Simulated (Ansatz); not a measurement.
**Pb: single point with PBEsol**

The system is Pb, a slab with vacuum.

```
Pb
1.0
     3.48000    0.00000    0.00000
    -1.74000    3.01377    0.00000
     0.00000    0.00000   20.59000
Pb
3
Direct
  0.33333 0.66667 0.36425
  0.66667 0.33333 0.50000
  0.33333 0.66667 0.63575
```

The slab is cut from a database's or a generator's crystal, which needn't be the stable form of the element.

| Item | Value |
| --- | --- |
| Program | Ansatz 0.2.0 |
| Task | single point |
| Functional | PBEsol |
| Potentials or basis | all-electron LAPW, scalar-relativistic |
| Cutoff | 148 eV (chosen from the basis error) |
| Basis error allowed | 0.002 eV/atom |
| k mesh | 9 × 9 × 1 |
| Occupations | fermi-dirac, width 0.05 eV |
| Spin | no spin polarisation |

The largest force is 0.021 eV/Å and the band gap on the k mesh is none (metal or under the smearing width). The work function is 4.06 eV.

Forces in eV/Å, atoms in the order of the input:
```
Pb   0.000  0.000 -0.021
Pb   0.000  0.000  0.000
Pb   0.000  0.000  0.021
```

Stress tensor (GPa, compression positive):
```
-1.09  0.00  0.00
 0.00 -1.09  0.00
 0.00  0.00  0.09
```

Levels at points of the mesh, in eV from the Fermi level:
```
           k point  band 52  band 53  band 54  band 55  band 56  band 57
(0.00, 0.00, 0.00)    -3.10    -0.38     2.61     3.66     4.75     5.05
```

Run time: 10 s on 4 threads of Arm Neoverse V1, with other jobs on the host, peak memory 0.48 GiB.

The run has no spin-orbit coupling, so splittings on Pb are missing.
